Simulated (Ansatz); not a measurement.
# GeB26N27 (Qingsongite): the cost of one run

Computed with Ansatz 0.2.0 (DFT, PBE, plane-wave PAW, default files, scalar-relativistic, as far as a step names no other, unless a step's input says otherwise).

**1. Starting point**

The structure is cubic, space group F-43m (No. 216). The conventional cell has a = 10.845 Å, b = 10.845 Å, c = 10.845 Å, α = 90.00°, β = 90.00°, γ = 90.00°. Ge (site symmetry -43m) is surrounded by 4 N at 1.57 Å. Around B (site symmetry m) lie 4 N at 1.57 Å. B (site symmetry 3m) has 4 N at 1.57 Å as nearest neighbours. B (site symmetry 2mm) is surrounded by 4 N at 1.57 Å. N (site symmetry 3m) is surrounded by 1 Ge at 1.57 Å and 3 B at 1.57 Å. Around N (site symmetry 2mm) lie 4 B at 1.57 Å. N (site symmetry m) is surrounded by 4 B at 1.57 Å. Only part of the 10 independent sites is listed.

Coordinates:

```xyz
54
Lattice="0.0000 5.4225 5.4225 5.4225 0.0000 5.4225 5.4225 5.4225 0.0000" Properties=species:S:1:pos:R:3 pbc="T T T"
Ge    0.0000    0.0000    0.0000
B     1.8075    1.8075    0.0000
B     3.6150    3.6150    0.0000
B     1.8075    0.0000    1.8075
B     3.6150    1.8075    1.8075
B     5.4225    3.6150    1.8075
B     3.6150    0.0000    3.6150
B     5.4225    1.8075    3.6150
B     7.2300    3.6150    3.6150
B     0.0000    1.8075    1.8075
B     1.8075    3.6150    1.8075
B     3.6150    5.4225    1.8075
B     1.8075    1.8075    3.6150
B     3.6150    3.6150    3.6150
B     5.4225    5.4225    3.6150
B     3.6150    1.8075    5.4225
B     5.4225    3.6150    5.4225
B     7.2300    5.4225    5.4225
B     0.0000    3.6150    3.6150
B     1.8075    5.4225    3.6150
B     3.6150    7.2300    3.6150
B     1.8075    3.6150    5.4225
B     3.6150    5.4225    5.4225
B     5.4225    7.2300    5.4225
B     3.6150    3.6150    7.2300
B     5.4225    5.4225    7.2300
B     7.2300    7.2300    7.2300
N     0.9037    0.9037    0.9037
N     2.7113    2.7113    0.9037
N     4.5187    4.5187    0.9037
N     2.7112    0.9037    2.7113
N     4.5188    2.7113    2.7113
N     6.3263    4.5187    2.7113
N     4.5187    0.9037    4.5187
N     6.3263    2.7113    4.5187
N     8.1338    4.5187    4.5187
N     0.9037    2.7112    2.7112
N     2.7113    4.5188    2.7112
N     4.5187    6.3263    2.7112
N     2.7112    2.7112    4.5188
N     4.5188    4.5188    4.5188
N     6.3263    6.3263    4.5188
N     4.5187    2.7112    6.3263
N     6.3263    4.5188    6.3263
N     8.1338    6.3263    6.3263
N     0.9037    4.5187    4.5187
N     2.7113    6.3263    4.5187
N     4.5187    8.1338    4.5187
N     2.7112    4.5187    6.3263
N     4.5188    6.3263    6.3263
N     6.3263    8.1338    6.3263
N     4.5187    4.5187    8.1338
N     6.3263    6.3263    8.1338
N     8.1338    8.1338    8.1338
```

Atom 1 of the input is the impurity.

**2. Single point at the given positions**

File input.yaml:

```yaml
crystal:
  lattice:
    - [0.0, 5.4225, 5.4225]
    - [5.4225, 0.0, 5.4225]
    - [5.4225, 5.4225, 0.0]
  atoms:
    - { symbol: Ge, position: [0.0, 0.0, 0.0] }
    - { symbol: B, position: [0.0, 0.0, 0.3333333333] }
    - { symbol: B, position: [0.0, 0.0, 0.6666666667] }
    - { symbol: B, position: [0.0, 0.3333333333, 0.0] }
    - { symbol: B, position: [0.0, 0.3333333333, 0.3333333333] }
    - { symbol: B, position: [0.0, 0.3333333333, 0.6666666667] }
    - { symbol: B, position: [0.0, 0.6666666667, 0.0] }
    - { symbol: B, position: [0.0, 0.6666666667, 0.3333333333] }
    - { symbol: B, position: [0.0, 0.6666666667, 0.6666666667] }
    - { symbol: B, position: [0.3333333333, 0.0, 0.0] }
    - { symbol: B, position: [0.3333333333, 0.0, 0.3333333333] }
    - { symbol: B, position: [0.3333333333, 0.0, 0.6666666667] }
    - { symbol: B, position: [0.3333333333, 0.3333333333, 0.0] }
    - { symbol: B, position: [0.3333333333, 0.3333333333, 0.3333333333] }
    - { symbol: B, position: [0.3333333333, 0.3333333333, 0.6666666667] }
    - { symbol: B, position: [0.3333333333, 0.6666666667, 0.0] }
    - { symbol: B, position: [0.3333333333, 0.6666666667, 0.3333333333] }
    - { symbol: B, position: [0.3333333333, 0.6666666667, 0.6666666667] }
    - { symbol: B, position: [0.6666666667, 0.0, 0.0] }
    - { symbol: B, position: [0.6666666667, 0.0, 0.3333333333] }
    - { symbol: B, position: [0.6666666667, 0.0, 0.6666666667] }
    - { symbol: B, position: [0.6666666667, 0.3333333333, 0.0] }
    - { symbol: B, position: [0.6666666667, 0.3333333333, 0.3333333333] }
    - { symbol: B, position: [0.6666666667, 0.3333333333, 0.6666666667] }
    - { symbol: B, position: [0.6666666667, 0.6666666667, 0.0] }
    - { symbol: B, position: [0.6666666667, 0.6666666667, 0.3333333333] }
    - { symbol: B, position: [0.6666666667, 0.6666666667, 0.6666666667] }
    - { symbol: "N", position: [0.0833333333, 0.0833333333, 0.0833333333] }
    - { symbol: "N", position: [0.0833333333, 0.0833333333, 0.4166666667] }
    - { symbol: "N", position: [0.0833333333, 0.0833333333, 0.75] }
    - { symbol: "N", position: [0.0833333333, 0.4166666667, 0.0833333333] }
    - { symbol: "N", position: [0.0833333333, 0.4166666667, 0.4166666667] }
    - { symbol: "N", position: [0.0833333333, 0.4166666667, 0.75] }
    - { symbol: "N", position: [0.0833333333, 0.75, 0.0833333333] }
    - { symbol: "N", position: [0.0833333333, 0.75, 0.4166666667] }
    - { symbol: "N", position: [0.0833333333, 0.75, 0.75] }
    - { symbol: "N", position: [0.4166666667, 0.0833333333, 0.0833333333] }
    - { symbol: "N", position: [0.4166666667, 0.0833333333, 0.4166666667] }
    - { symbol: "N", position: [0.4166666667, 0.0833333333, 0.75] }
    - { symbol: "N", position: [0.4166666667, 0.4166666667, 0.0833333333] }
    - { symbol: "N", position: [0.4166666667, 0.4166666667, 0.4166666667] }
    - { symbol: "N", position: [0.4166666667, 0.4166666667, 0.75] }
    - { symbol: "N", position: [0.4166666667, 0.75, 0.0833333333] }
    - { symbol: "N", position: [0.4166666667, 0.75, 0.4166666667] }
    - { symbol: "N", position: [0.4166666667, 0.75, 0.75] }
    - { symbol: "N", position: [0.75, 0.0833333333, 0.0833333333] }
    - { symbol: "N", position: [0.75, 0.0833333333, 0.4166666667] }
    - { symbol: "N", position: [0.75, 0.0833333333, 0.75] }
    - { symbol: "N", position: [0.75, 0.4166666667, 0.0833333333] }
    - { symbol: "N", position: [0.75, 0.4166666667, 0.4166666667] }
    - { symbol: "N", position: [0.75, 0.4166666667, 0.75] }
    - { symbol: "N", position: [0.75, 0.75, 0.0833333333] }
    - { symbol: "N", position: [0.75, 0.75, 0.4166666667] }
    - { symbol: "N", position: [0.75, 0.75, 0.75] }
total_charge: 1
kpoints:
  mp_grid: { grid: [3, 3, 3] }
scf:
  occupations: { method: fermi_dirac, width: 0.01 }
hamiltonian:
  xc: pbe
  pseudopotentials: { kind: paw }
output:
  forces: true
  stress: true
  populations: true
  efg:
    quadrupole_moments_barn: { Ge: -0.196, B: 0.04059, "N": 0.02044 }
    contact_densities: true
```

The run is started by

```sh
$ ansatz run input.yaml --threads 1 --pin off --max-ram 3072MiB --backend cpu --events-out ev --progress --plain --runs-dir out
```

What time and memory should one allow on 1 thread of Intel Xeon Platinum 8488C (Sapphire Rapids), shared host?

About 29 s, with a peak of 0.77 GiB.
